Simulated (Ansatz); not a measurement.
# BaCuTeF (P4/nmm): band structure in Python

Aim: a band structure, for BaCuTeF (P4/nmm), run from a script.

Computed with Ansatz 0.2.0, driven from Python. Level of theory: DFT PBEsol, plane waves, PAW.

### Step 1. The structure

It takes space group P4/nmm (No. 129, tetragonal). The conventional cell has a = 4.449 Å, b = 4.449 Å, c = 9.527 Å, α = 90.00°, β = 90.00°, γ = 90.00°. Ba (site symmetry 4mm) is surrounded by 4 F at 2.69 Å. Cu (site symmetry -4m2) has 4 Te at 2.69 Å as nearest neighbours. Around Te (site symmetry 4mm) lie 4 Cu at 2.69 Å. Around F (site symmetry -4m2) lie 4 Ba at 2.69 Å.

No structure file is read: the coordinates are typed or built in the script.

### Step 2. The script

bands_bacutef.py reads:

```python
# -*- coding: utf-8 -*-
"""Band structure of BaCuTeF."""

from collections import Counter
import json

import ansatz as az
import matplotlib.pyplot as plt
import numpy as np
from pymatgen.core import Structure
from pymatgen.symmetry.analyzer import SpacegroupAnalyzer


def main():
    lattice = az.Lattice.of(
        [4.448809, 0.0, 0.0],
        [0.0, 4.448809, 0.0],
        [0.0, 0.0, 9.526645],
    )
    sites = [
        ("Ba", [0.0, 0.5, 0.658833]),
        ("Ba", [0.5, 0.0, 0.341167]),
        ("Cu", [0.0, 0.0, 0.0]),
        ("Cu", [0.5, 0.5, 0.0]),
        ("Te", [0.5, 0.0, 0.840878]),
        ("Te", [0.0, 0.5, 0.159122]),
        ("F", [0.5, 0.5, 0.5]),
        ("F", [0.0, 0.0, 0.5]),
    ]
    crystal = az.Crystal(lattice=lattice)
    for symbol, position in sites:
        crystal = crystal.atom(symbol, position)

    # vertices of the path, as fractions of the reciprocal vectors
    path = [
        ("G", (0.0, 0.0, 0.0)),
        ("X", (0.0, 0.5, 0.0)),
        ("M", (0.5, 0.5, 0.0)),
        ("G", (0.0, 0.0, 0.0)),
        ("Z", (0.0, 0.0, 0.5)),
    ]
    model = (
        crystal.calculation()
        .functional("pbesol")
        .basis(450)
        .kpoints(spacing=0.4)
        .occupations("fixed")
        .band_structure([point for _, point in path], intervals=6)
        .scf(extra_bands=10)
    )
    result = model.run(events_out="events.ndjson")
    rep = result.report
    with open("events.ndjson") as stream:
        kinds = Counter(json.loads(line)["event"] for line in stream)
    print("events:", {kind: kinds[kind] for kind in ("scf_iter", "scf_done", "notice", "finished")})

    for key in ("converged", "n_iterations", "n_electrons", "n_kpoints", "n_pw", "n_symmetry_ops", "free_energy_ev", "fermi_energy_ev"):
        print(f"{key:18s} {rep[key]}")

    final = Structure(result.lattice.cell_ang, [s.symbol for s in result.lattice.sites], [s.position_frac for s in result.lattice.sites])
    analyser = SpacegroupAnalyzer(final, symprec=0.01)
    standard = analyser.get_conventional_standard_structure()
    print(analyser.get_crystal_system(), analyser.get_space_group_symbol(), len(standard), "atoms in the conventional cell")
    print("a b c (A):", [round(x, 4) for x in standard.lattice.abc], " angles:", [round(x, 2) for x in standard.lattice.angles])
    print(f"mass density {float(final.density):.3f} g/cm^3")

    bands = result.band_structure()
    fermi = bands.fermi_energy_ev
    print(f"zero of the bands: {fermi:.3f} eV, the Fermi level found on the SCF mesh")
    reciprocal = 2 * np.pi * np.linalg.inv(result.lattice.cell_ang).T
    steps = np.linalg.norm(np.diff(bands.kpoints_frac @ reciprocal, axis=0), axis=1)
    distance = np.concatenate([[0], np.cumsum(steps)])
    fig, ax = plt.subplots(figsize=(5, 4))
    for channel, colour in zip(bands.channels, ("C0", "C3")):
        ax.plot(distance, channel.eigenvalues_ev - fermi, colour, lw=1)
    ax.set_xticks(distance[::6], [label for label, _ in path])
    ax.set(ylim=(-6, 6), ylabel="E - E_F (eV)", xlim=(0, distance[-1]))
    ax.grid(axis="x")
    fig.savefig("bands.png", dpi=100)
    first = bands.channels[0].eigenvalues_ev - fermi
    near = np.argsort(np.abs(first.mean(axis=0)))[:4]
    for band in sorted(near):
        print(f"band {band + 1}: {first[:, band].min():.3f} to {first[:, band].max():.3f} eV")


if __name__ == "__main__":
    main()
```

### Step 3. Launch

Command:

```bash
$ python bands_bacutef.py
```

Without the output at hand: what should come out? Wanted: free energy; gap on the path; valence top / conduction bottom.

**Answer**, as computed:

```
                       quantity                                value
                    free energy  -40316.4277 eV (-5039.5535 eV/atom)
                gap on the path                      0.91 eV, direct
valence top / conduction bottom                          at Γ / at Γ
```

What this shows: Along this path the gap is 0.91 eV and direct, from the valence top at Γ to the conduction bottom at Γ. Spin-orbit coupling is left out, which matters for the heavy elements here. The run is spin-unpolarised. The computed bands are complete only to about 4.4 eV above the Fermi level. The Fermi level of a run with fixed occupations marks the highest occupied state on its mesh, not mid-gap. The zero of the levels is a convention of the potentials, so an absolute Fermi energy is no work function. Without a Hubbard U or exact exchange, semilocal functionals often make such 3d compounds metallic or too weakly gapped. This cell is a computed structure, which may not be the phase found in nature. Gaps and levels are Kohn-Sham values on a finite set of k-points, without spin-orbit coupling.
